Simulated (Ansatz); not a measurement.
# CH2BNS: vertical ionisation energy

How much energy removes an electron from CH2BNS at fixed geometry? The cation is run at each level and the neutral's energy taken from earlier runs.

Computed with Ansatz 0.2.0, Gaussian basis. Level: unrestricted cation, the program's frozen cores in correlated methods.

The runs, in order: UKS PBE-D4/def2-TZVPP; UKS r2SCAN-D4/def2-TZVPP; UKS PBE0-D4/def2-TZVPP; UKS B3LYP-D4/def2-TZVPP; UKS wB97X-V/def2-TZVPP; UKS wB97M-V/def2-TZVPP; UKS B2PLYP/def2-TZVPP; UHF-CCSD(T)/def2-TZVPP; UHF-MP2/def2-QZVPP; extrapolation to the limit; then −ε(HOMO) from the neutral's earlier runs with LDA (SPW92), PBE-D4, revPBE-D4, BLYP-D4, r2SCAN-D4, B97M-V, PBE0-D4, B3LYP-D4, r2SCANh-D4, r2SCAN0-D4, HSE06-D4, BHLYP-D4, CAM-B3LYP-D4, LC-ωPBE, ωB97X-V, ωB97M-V.

## (1) Structure used throughout

An earlier PBE0-D4 in a triple-zeta def2 set relaxation fixed the geometry.

SMILES `S=C1BN1`, 6 atoms, charge 0, spin multiplicity 1.

Atoms are counted from 1 here; the program's logs count them from 0.

Bond lengths: S1–C2 1.608 Å, C2–B3 1.516 Å, C2–N4 1.373 Å, B3–N4 1.382 Å, B3–H5 1.181 Å, N4–H6 1.012 Å. Angles: S1–C2–B3 164.8°, S1–C2–N4 138.2°, B3–C2–N4 56.9°, C2–B3–N4 56.3°, C2–B3–H5 160.7°, N4–B3–H5 142.9°, C2–N4–B3 66.8°, C2–N4–H6 136.5°, B3–N4–H6 156.7°.

Geometry (Å):

```mol
CH2BNS
  3D, bonds by distance, orders not assigned

  6  6  0  0  0  0  0  0  0  0999 V2000
   -0.2660   -1.9939    1.2359 S   0  0
    0.0346   -0.7145    0.3095 C   0  0
    0.5940    0.2479   -0.7199 B   0  0
   -0.4332    0.5666    0.1487 N   0  0
    1.2574    0.6825   -1.5944 H   0  0
   -1.1448    1.1473    0.5741 H   0  0
  1  2  8  0
  2  3  8  0
  3  4  8  0
  3  5  8  0
  4  6  8  0
  2  4  8  0
M  END
```

## (2) Cation, UKS PBE-D4/def2-TZVPP

File in.yaml:

```yaml
crystal:
  periodic: [false, false, false]
  atoms:
    - {symbol: S, position_ang: [-0.265991, -1.993892, 1.235944]}
    - {symbol: C, position_ang: [0.034636, -0.714539, 0.309482]}
    - {symbol: B, position_ang: [0.594041, 0.247866, -0.719851]}
    - {symbol: N, position_ang: [-0.433222, 0.566633, 0.148666]}
    - {symbol: H, position_ang: [1.257403, 0.682516, -1.594391]}
    - {symbol: H, position_ang: [-1.144767, 1.147315, 0.574051]}
basis:
  gaussian: {orbitals: def2-TZVPP}
total_charge: 1
magnetization: {spin_polarized: true, initial_magnetization: 1}
hamiltonian: {xc: pbe, dispersion: d4}
```

Run with:

```
> ansatz run in.yaml --threads 2 --pin off --events-out ev --progress --plain --max-ram 4352MiB
```

Further steps of the session: Cation, UKS r2SCAN-D4/def2-TZVPP; Cation, UKS PBE0-D4/def2-TZVPP; Cation, UKS B3LYP-D4/def2-TZVPP; Cation, UKS wB97X-V/def2-TZVPP; Cation, UKS wB97M-V/def2-TZVPP; Cation, UKS B2PLYP (frozen core)/def2-TZVPP; Cation, UHF-CCSD(T)/def2-TZVPP; Cation, UHF-MP2/def2-QZVPP.

**Question.** What will the summary of the whole plan be? Wanted: ionisation energy, CCSD(T)/CBS; nearest functional by difference; nearest −ε(HOMO); −ε(HOMO) of PBE; T1 of the cation.

The runs gave:

| quantity | value |
| --- | --- |
| ionisation energy, CCSD(T)/CBS | 8.56 eV |
| nearest functional by difference | B3LYP-D4 (-0.15 eV) |
| nearest −ε(HOMO) | ωB97X-V (-0.17 eV) |
| −ε(HOMO) of PBE | 4.96 eV |
| T1 of the cation | 0.022 |

What this shows: By cation minus neutral, the functionals miss by 0.25 eV at most. The PBE orbital energy is 3.6 eV too small: a semilocal HOMO is no ionisation energy. Among orbital estimates ωB97X-V comes nearest. Hartree-Fock falls 1.37 eV short, as the neutral has more correlation energy than the cation.
